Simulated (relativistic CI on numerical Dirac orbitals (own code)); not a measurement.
# Cd XXXII (Cd³¹⁺): levels and lines

What are the lowest levels and the strongest lines of Cd³¹⁺? One CI run answers it; runs with one setting changed show what the result hangs on.

Program: relativistic CI on numerical Dirac orbitals (own code) version 4. Level of theory: Dirac-Coulomb-Breit CI, KLI orbitals optimised for each configuration, model QED (radiative potential, 1s self-energy scaled to tabulated hydrogen-like ionisation energies). These are calculated values, not measurements, unless marked.

**1. What is computed**

| Item | Value |
| --- | --- |
| ion | Cd³¹⁺ (Cd XXXII) |
| nuclear charge | 48 |
| electrons | 17 |
| isotope | A = 114 |
| first configuration typed | [Ne] 3s2 3p5 |

The outer shells:

first configuration typed
```
[Ne] core
3s [↑↓]
3p [↑↓][↑↓][↑ ]
```

**2. CI with the chosen configurations**

Input settings:

```ini
atom Cd  Z=48  charge=31  electrons=17
nucleus A=114  rms_radius_fm=4.6087
hamiltonian dirac-coulomb  breit=on  qed=on  c_scale=1
orbitals kli  potential=per-configuration
slater_scale 1
correlation none
mixing on
configurations
  [Ne] 3s2 3p5
  [Ne] 3s 3p6
  [Ne] 3s2 3p4 3d
  [Ne] 3s 3p5 3d
  [Ne] 3p6 3d
  [Ne] 3s 3p4 3d2
  [Ne] 3s2 3p3 3d 4p
  [Ne] 3p6 4s
  [Ne] 3s 3p4 3d 4s
  [Ne] 3s2 3p4 4s
  [Ne] 3p6 4p
  [Ne] 3s2 3p4 4p
  [Ne] 3s2 3p4 4d
  [Ne] 3s 3p5 4s
  [Ne] 3p5 3d 4p
  [Ne] 3s2 3p4 4f
  [Ne] 3s 3p5 4p
  [Ne] 3s 3p5 4d
  [Ne] 3s 3p5 4f
  [Ne] 3s2 3p4 5s
  [Ne] 3s2 3p4 5p
  [Ne] 3s2 3p4 5d
  [Ne] 3s2 3p3 4s 4p
  [Ne] 3s2 3p4 5f
  [Ne] 3s2 3p4 5g
  [Ne] 3s 3p4 4s2
  [Ne] 3s 3p5 5s
  [Ne] 3s 3p5 5p
  [Ne] 3s2 3p3 3d2
  [Ne] 3s2 3p2 3d3
  [Ne] 3s 3p3 3d3
  [Ne] 3s2 3p2 3d2 4s
  [Ne] 3s2 3p2 3d2 4p
  [Ne] 3s2 3p2 3d2 4d
  [Ne] 3p5 3d2
  [Ne] 3p4 3d3
  [Ne] 3p4 3d2 4s
  [Ne] 3p4 3d2 4p
  [Ne] 3p4 3d2 4d
  [Ne] 3s2 3p3 3d 4s
  [Ne] 3s 3p3 3d2 4s
  [Ne] 3s2 3p2 3d 4s2
  [Ne] 3s2 3p2 3d 4s 4p
  [Ne] 3s2 3p2 3d 4s 4d
  [Ne] 3p5 3d 4s
  [Ne] 3p4 3d 4s2
  [Ne] 3p4 3d 4s 4p
  [Ne] 3p4 3d 4s 4d
  [Ne] 3s2 3p3 4s2
  [Ne] 3s 3p3 3d 4s2
  [Ne] 3s2 3p2 4s2 4p
  [Ne] 3s2 3p2 4s2 4d
  [Ne] 3s2 3p3 4p2
  [Ne] 3s2 3p2 3d 4p2
  [Ne] 3s 3p3 3d 4p2
  [Ne] 3s2 3p2 4s 4p2
  [Ne] 3s2 3p2 4p3
  [Ne] 3s2 3p2 4p2 4d
end
```

Command:

```console
$ python run_levels.py task.json out
```

The settings of every run stand in task.json; they run in order.

**3. Non-relativistic limit (c × 1000)**

Settings: those of step 2 with these lines changed.

```diff
@@ -2,3 +2,3 @@
 nucleus A=114  rms_radius_fm=4.6087
-hamiltonian dirac-coulomb  breit=on  qed=on  c_scale=1
+hamiltonian dirac-coulomb  breit=off  qed=off  c_scale=1000
 orbitals kli  potential=per-configuration
```

**4. The first configuration alone**

Input settings:

```ini
atom Cd  Z=48  charge=31  electrons=17
nucleus A=114  rms_radius_fm=4.6087
hamiltonian dirac-coulomb  breit=on  qed=on  c_scale=1
orbitals kli  potential=per-configuration
slater_scale 1
correlation none
mixing on
configurations
  [Ne] 3s2 3p5
end
```

(Steps that only read results are left out.)

Before running it: what results should come out? Wanted: lowest level; first excitation; lowest level of the other parity; fastest E1 line; ionisation energy.

The runs gave:

| run | time | mean size of shift, levels followed (cm⁻¹) | lowest level | ionisation energy (eV) |
| --- | --- | --- | --- | --- |
| main run | 21 s | 0 | 3p5 2P°3/2 | 1923.0 |
| non-relativistic limit (c × 1000) | 16 s | 189933 | 3p5 2P°3/2 | - |
| the first configuration alone | 0.081 s | 3366 | 3p5 2P°3/2 | - |

The semi-empirical ionisation energy (NIST) is 1917.9 eV.

```
                                                                          quantity                                value
                                                                      lowest level                           3p5 2P°3/2
                                                                  first excitation              3p5 2P°1/2, 356091 cm⁻¹
                                                  lowest level of the other parity  3s 3p6 2S1/2 + 3p4 3d 2S, 130.14 eV
                                                               levels in the model                                10102
fastest E1 line (by rate) to the lowest level among the lowest 400 of 10102 levels    5.936 nm, from 3p4 3d 2D5/2 (iii)
                                                                 ionisation energy                            1923.0 eV
                                          ionisation energy, semi-empirical (NIST)                            1917.9 eV
```

What this shows: The lowest level is 3p5 2P°3/2, 98 % pure in LS and 98 % in jj coupling; over the low levels the means are 57 and 78 %, so jj coupling describes them better. The ionisation energy from the two ground configurations alone is 0.27 % above the semi-empirical value. The largest mover is «non-relativistic limit (c × 1000)» (189933 cm⁻¹ on average). Lifetimes count radiative decay inside the model alone.
